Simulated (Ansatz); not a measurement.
# F2H3OSi2 radical: a ladder of functionals and wavefunction methods

Aim: compute F2H3OSi2 radical with functionals from several rungs and with coupled cluster. The yardstick is the atomisation energy at the CCSD(T) limit.

Method: functionals in def2-TZVPP, the program's frozen cores in correlated methods; program: Ansatz 0.2.0, Gaussian basis.

The runs, in order: LDA (SPW92), PBE-D4, revPBE-D4, BLYP-D4, r2SCAN-D4, B97M-V, PBE0-D4, B3LYP-D4, r2SCANh-D4, r2SCAN0-D4, HSE06-D4, BHLYP-D4, CAM-B3LYP-D4, LC-ωPBE, ωB97X-V, ωB97M-V, B2PLYP, PBE-QIDH; CCSD(T)/def2-SVP; CCSD(T)/def2-TZVPP; MP2/def2-QZVPP; extrapolation to the limit; RPA on PBE.

## Step 1: Structure used throughout

All runs share one geometry, relaxed beforehand with PBE0-D4 in a triple-zeta def2 set.

SMILES `F[SiH](F)O[SiH2]`, 8 atoms, charge 0, spin multiplicity 2.

Atoms are counted from 1 here; the program's logs count them from 0.

Bond lengths: F1–Si2 1.582 Å, Si2–F3 1.581 Å, Si2–O4 1.603 Å, Si2–H6 1.464 Å, O4–Si5 1.648 Å, Si5–H7 1.488 Å, Si5–H8 1.490 Å. Angles: F1–Si2–F3 106.8°, F1–Si2–O4 110.0°, F1–Si2–H6 109.6°, F3–Si2–O4 109.8°, F3–Si2–H6 109.5°, O4–Si2–H6 111.0°, Si2–O4–Si5 152.4°, O4–Si5–H7 107.2°, O4–Si5–H8 109.1°, H7–Si5–H8 111.0°.

## Step 2: LDA

This LDA is Slater exchange with PW92 correlation.

The input, in.yaml:

```yaml
crystal:
  periodic: [false, false, false]
  atoms:
    - {symbol: F, position_ang: [-0.116614, -0.408052, 2.158632]}
    - {symbol: Si, position_ang: [0.851291, 0.117096, 1.023496]}
    - {symbol: F, position_ang: [2.027094, -0.932721, 0.905266]}
    - {symbol: O, position_ang: [0.064043, 0.211120, -0.369584]}
    - {symbol: Si, position_ang: [-0.912969, -0.413678, -1.540273]}
    - {symbol: H, position_ang: [1.395466, 1.420729, 1.407235]}
    - {symbol: H, position_ang: [-0.937877, 0.564136, -2.661895]}
    - {symbol: H, position_ang: [-2.278338, -0.615829, -0.978677]}
basis:
  gaussian: {orbitals: def2-TZVPP}
magnetization: {spin_polarized: true, initial_magnetization: 1}
hamiltonian: {xc: lda}
output: {orbitals: {seedname: orbitals}}
```

Started as:

```
ansatz run in.yaml --threads 4 --pin off --events-out ev --progress --plain --max-ram 10444MiB
```

The runs that follow: PBE-D4 (GGA); revPBE-D4 (GGA); BLYP-D4 (GGA); r2SCAN-D4 (meta-GGA); B97M-V (meta-GGA); B3LYP-D4 (hybrid); r2SCANh-D4 (hybrid); r2SCAN0-D4 (hybrid); HSE06-D4 (hybrid); BHLYP-D4 (hybrid); CAM-B3LYP-D4 (range-separated); LC-ωPBE (range-separated); ωB97X-V (range-separated); ωB97M-V (range-separated); B2PLYP (double hybrid); PBE-QIDH (double hybrid); CCSD(T) in def2-SVP; CCSD(T) in def2-TZVPP; MP2 in def2-QZVPP; RPA on PBE orbitals.

Before running them: what should the planned runs give, taken together? Wanted: atomisation energy, CCSD(T)/CBS; farthest beyond LDA; mean size of error, GGA; mean size of error, meta-GGA; mean size of error, hybrid; mean size of error, range-separated; mean size of error, double hybrid; gap, smallest and largest; T1 diagnostic.

**Answer**, as computed:

```
                               quantity                                     value
        atomisation energy, CCSD(T)/CBS                            732.0 kcal/mol
functionals within 3.7 kcal/mol (0.5 %)          r2SCAN-D4, CAM-B3LYP-D4, ωB97X-V
                    farthest beyond LDA                 BHLYP-D4 (-28.5 kcal/mol)
                mean size of error, GGA                             12.0 kcal/mol
           mean size of error, meta-GGA                              2.8 kcal/mol
             mean size of error, hybrid                             16.2 kcal/mol
    mean size of error, range-separated                              4.1 kcal/mol
      mean size of error, double hybrid                             13.3 kcal/mol
              gap, smallest and largest  1.29 eV (LDA (SPW92)), 8.94 eV (LC-ωPBE)
                          T1 diagnostic                                    0.0132
triples share of the correlation energy                                     3.0 %
```

The LDA atomisation energy is off by 91.9 kcal/mol (13 %): it overbinds. PBE-D4 misses by -4.0 kcal/mol. Double hybrids carry the basis error of their MP2 part in triple zeta, and no dispersion term here, so their miss is partly the set-up's. Taken by rung, meta-GGA functionals do best (2.8 kcal/mol on average) and hybrid ones worst beyond LDA (16.2 kcal/mol). The gap between the best rungs is small, so their order is not settled. The mean of the hybrids holds BHLYP, with half exact exchange. The reference freezes the cores and leaves out relativity and excitations past (T), so misses under about 3.7 kcal/mol can't be ranked. Hartree-Fock recovers 75 % of the binding; the rest is correlation. CCSD(T) in def2-SVP is off by -69.7 kcal/mol, worse than the median functional, from the basis alone. Orbital gaps span 1.3 to 8.9 eV; exact exchange widens them.
